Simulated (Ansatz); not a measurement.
**UCCSD(T)/def2-SVP run of CHClGeNO (SMILES O=C=[N][GeH][Cl])**

Aim: the vertical ionisation energy of CHClGeNO at UCCSD(T)/def2-SVP, from 2 runs. 

The calculation is run with Ansatz 0.2.0.

123 further runs of the same task are left out: 123 set aside as unsound or not needed.

## Step 1: The structure to begin with

CHClGeNO: 6 atoms, total charge 0, spin state doublet. As SMILES, `O=C=[N][GeH][Cl]`. The coordinates come from a PBE0-D4/def2-TZVP relaxation. This is one conformer, not always the lowest.

Bond lengths: O1–C2 1.162 Å, C2–N3 1.206 Å, N3–Ge4 1.830 Å, Ge4–Cl5 2.157 Å, Ge4–H6 1.549 Å. Angles: O1–C2–N3 176.3°, C2–N3–Ge4 138.6°, N3–Ge4–Cl5 107.6°, N3–Ge4–H6 105.4°, Cl5–Ge4–H6 108.2°.

## Step 2: A single-point energy at UCCSD(T)/def2-SVP

The input, input.yaml:

```yaml
crystal:
  periodic: [false, false, false]
  atoms:
    - {symbol: O, position_ang: [0.024100, -1.617100, -2.245100]}
    - {symbol: C, position_ang: [-0.242900, -1.020000, -1.284700]}
    - {symbol: "N", position_ang: [-0.575200, -0.454300, -0.273000]}
    - {symbol: Ge, position_ang: [-0.153300, 1.067300, 0.651100]}
    - {symbol: Cl, position_ang: [1.946900, 0.976200, 1.132800]}
    - {symbol: H, position_ang: [-0.957700, 0.983900, 1.972700]}
basis:
  gaussian:
    orbitals: def2-SVP
magnetization:
  spin_polarized: true
  initial_magnetization: 1
correlation:
  method: ccsd_t
  frozen_orbitals: {C: 1, Cl: 5, Ge: 9, H: 0, "N": 1, O: 1}
accuracy: high
scf:
  omitted_lower_state_checks: [cluster_reference, increment]
```

Launch:

```
$ ansatz run input.yaml --threads 1 --pin off --max-ram 3480MiB --events-out events.jsonl --progress --plain --runs-dir runs
```

The program printed (excerpt; [...] marks lines left out):

```text
Warning: RAYON_NUM_THREADS=1 ignored (pool sized by the plan → 1); use --threads N
Functional definition: HF
  name "HF"
[...]
1963 factors; integrals over basis functions are off by at most 4.4e-9 eV
[...]
mean field -73528.90384855 eV, -2702.1373767530 hartree, gradient 5.7e-8 eV, S^2 0.756375; 0 other end points of the search recorded, 0 dependent functions left out
17 core orbitals not correlated: weight in the atoms' cores, before any rotation towards them, 1.000 or more for the frozen orbitals, at most 0.000 for the correlated occupied ones
reference -73528.90384855 eV, -2702.1373767530 hartree; 19, 18 occupied and 61, 62 virtual orbitals, 1963 factors
second order -21.57814453 eV of doubles, -0.00000000 eV of singles
cycle   1  -21.02974366 eV  change    5.5e-1 eV  update   1.4e-1
[...]
cycle  23  -21.85551303 eV  change   -2.2e-9 eV  update   4.1e-9
perturbative correction -0.78773654 eV, -0.0289487840 hartree
Total energy: -73551.54709812 eV, -2702.9695008265 hartree
Checks for a lower state left out: cluster_reference, increment
```

Run time: 2.7 min. Hardware: 1 thread of Arm Neoverse V1, shared host; peak memory 1.2 GiB.

## Step 3: The singlet cation

The input, molecule.yaml:

```yaml
crystal:
  periodic: [false, false, false]
  atoms:
    - {symbol: O, position_ang: [0.024100, -1.617100, -2.245100]}
    - {symbol: C, position_ang: [-0.242900, -1.020000, -1.284700]}
    - {symbol: "N", position_ang: [-0.575200, -0.454300, -0.273000]}
    - {symbol: Ge, position_ang: [-0.153300, 1.067300, 0.651100]}
    - {symbol: Cl, position_ang: [1.946900, 0.976200, 1.132800]}
    - {symbol: H, position_ang: [-0.957700, 0.983900, 1.972700]}
basis:
  gaussian:
    orbitals: def2-SVP
total_charge: 1
correlation:
  method: ccsd_t
  frozen_orbitals: {C: 1, Cl: 5, Ge: 9, H: 0, "N": 1, O: 1}
accuracy: high
scf:
  omitted_lower_state_checks: [cluster_reference, increment]
```

Launch:

```
$ ansatz run molecule.yaml --threads 1 --pin off --max-ram 3480MiB --events-out events.jsonl --progress --plain --runs-dir runs
```

The program printed (excerpt; [...] marks lines left out):

```text
Warning: RAYON_NUM_THREADS=1 ignored (pool sized by the plan → 1); use --threads N
Functional definition: HF
  name "HF"
[...]
1962 factors; integrals over basis functions are off by at most 4.4e-9 eV
[...]
mean field -73519.80063161 eV, -2701.8028397008 hartree, gradient 2.4e-8 eV, S^2 0.000000; 1 other end points of the search recorded, 0 dependent functions left out
17 core orbitals not correlated: weight in the atoms' cores, before any rotation towards them, 1.000 or more for the frozen orbitals, at most 0.000 for the correlated occupied ones
reference -73519.80063161 eV, -2701.8028397008 hartree; 18, 18 occupied and 62, 62 virtual orbitals, 1962 factors
second order -21.91471599 eV of doubles, -0.00000000 eV of singles
cycle   1  -21.19117410 eV  change    7.2e-1 eV  update   1.6e-1
[...]
cycle  30  -22.14069134 eV  change    1.8e-9 eV  update   1.8e-9
perturbative correction -0.91592955 eV, -0.0336597902 hartree
Total energy: -73542.85725250 eV, -2702.6501548902 hartree
Checks for a lower state left out: cluster_reference, increment
```

Run time: 50 s. Hardware: 1 thread of Arm Neoverse V1, shared host; peak memory 0.57 GiB.

## Step 4: What came out

At UCCSD(T)/def2-SVP, 17 core orbitals frozen:

| quantity | value |
| --- | --- |
| doublet CHClGeNO: total energy | -2702.96950 Eh |
| doublet CHClGeNO: correlation energy (17 core orbitals frozen) | -832.1 mEh |
| doublet CHClGeNO: (T) correction | -28.95 mEh |
| doublet CHClGeNO: ⟨S²⟩ of the reference determinant | 0.756 |
| doublet CHClGeNO: T1 diagnostic | 0.016 |
| singlet cation: total energy | -2702.65015 Eh |
| singlet cation: correlation energy (17 core orbitals frozen) | -847.3 mEh |
| singlet cation: (T) correction | -33.66 mEh |
| singlet cation: T1 diagnostic | 0.022 |
| vertical ionisation energy (to the singlet cation) | 8.690 eV |

**Reading.** The vertical ionisation energy comes to 8.69 eV (200 kcal/mol). Only the singlet of the ionised species was computed; a triplet could lie lower. The triples (doublet CHClGeNO) make up 3.5 % of the correlation energy. The T1 diagnostic (singlet cation) of 0.022 is above the customary mark for such species, so a single reference may not serve. The triples (singlet cation) make up 4.0 % of the correlation energy.
